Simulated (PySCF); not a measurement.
**RuOH₂: structure of the triplet**

The task is one start of a wider search on RuOH₂: the triplet, from a trigonal pyramidal start. It is relaxed, tested by its Hessian and followed downhill if it is a saddle.

The runs use PySCF 2.14.0; PBE0, basis Ru def2-TZVP with ECP28, O def2-TZVP, H def2-TZVP, scalar-relativistic core potentials, no spin–orbit coupling, density fitting.

## 1. Starting geometry

4 atoms, charge 0, spin multiplicity 3.

Bond lengths: Ru1–O2 1.710 Å, Ru1–H3 1.570 Å, Ru1–H4 1.570 Å. Angles: O2–Ru1–H3 99.8°, O2–Ru1–H4 99.8°, H3–Ru1–H4 99.8°.

Coordinates in bohr (charge 0 multiplicity 3):
```
Ru    0.0000    0.0000    0.0000
O    -1.4266   -2.4710    1.5171
H     2.6195    0.0000    1.3929
H    -1.3098    2.2686    1.3929
```

## 2. Finding the electronic state

One driver script runs all steps and calls PySCF; scf.py shows how it sets up the SCF of each step. The optimiser is the driver's own. After this first run the driver tries any further starts and a stability analysis.

scf.py

```python
from pyscf import gto, scf, dft
mol = gto.M(atom='''
Ru     0.000000     0.000000     0.000000
O     -0.754900    -1.307600     0.802800
H      1.386200     0.000000     0.737100
H     -0.693100     1.200500     0.737100''',
    basis={'Ru': 'def2-TZVP', 'O': 'def2-TZVP', 'H': 'def2-TZVP'},
    ecp={'Ru': 'def2-TZVP'},
    charge=0, spin=2)
mf = dft.UKS(mol, xc='PBE0')
mf.grids.atom_grid = (50, 194)
aux = {'Ru': 'def2-universal-JKFIT', 'O': 'def2-universal-JKFIT', 'H': 'def2-universal-JKFIT'}
mf = mf.density_fit(auxbasis=aux)
mf.conv_tol = 1e-08
mf.diis_space = 10
mf.max_cycle = 60
mf.init_guess = 'minao'
mf.verbose = 4
mf.kernel()
```

Command:

```sh
$ OMP_NUM_THREADS=2 python axn.py task.json out
```

Further steps of the session: Relaxation: trigonal pyramidal start, triplet; Is it a minimum? Harmonic modes.

**Question.** What will these runs give? Wanted: minimum; geometry; wavenumbers; dipole moment; highest occupied, lowest empty level; polar-tensor charge of Ru1; zero-point energy; atomisation energy; ⟨S²⟩.

The runs gave:

| quantity | value |
| --- | --- |
| minimum | triplet, Cs |
| geometry | Ru–H 1.568 Å (×2), Ru–O 1.658 Å; H–Ru–H 84.4°, H–Ru–O 104.3° (×2) |
| wavenumbers (cm⁻¹) | 583 (a'), 613 (a''), 707 (a'), 1008 (a'), 2144 (a''), 2186 (a') |
| dipole moment | 3.14 D |
| highest occupied, lowest empty level (either spin) | -7.02, -2.85 eV |
| polar-tensor charge of Ru1 | +0.91 e |
| zero-point energy | 43.3 kJ/mol |
| entropy at 298.15 K | 268.8 J/(mol K) |
| atomisation energy (no zero-point energy) | 1012 kJ/mol |
| ⟨S²⟩ | 2.016 |

**Reading.** The molecule stays Cs, as typed, and the end point is a minimum. In the infrared the band at 1008 cm⁻¹ (a', stretch) leads. Most of the spin sits on Ru1 (Mulliken spin 1.54, against 2 for the whole molecule). Other starts or spin states, not run here, may lie lower. One determinant may miss the lowest occupation of an open d or f shell.
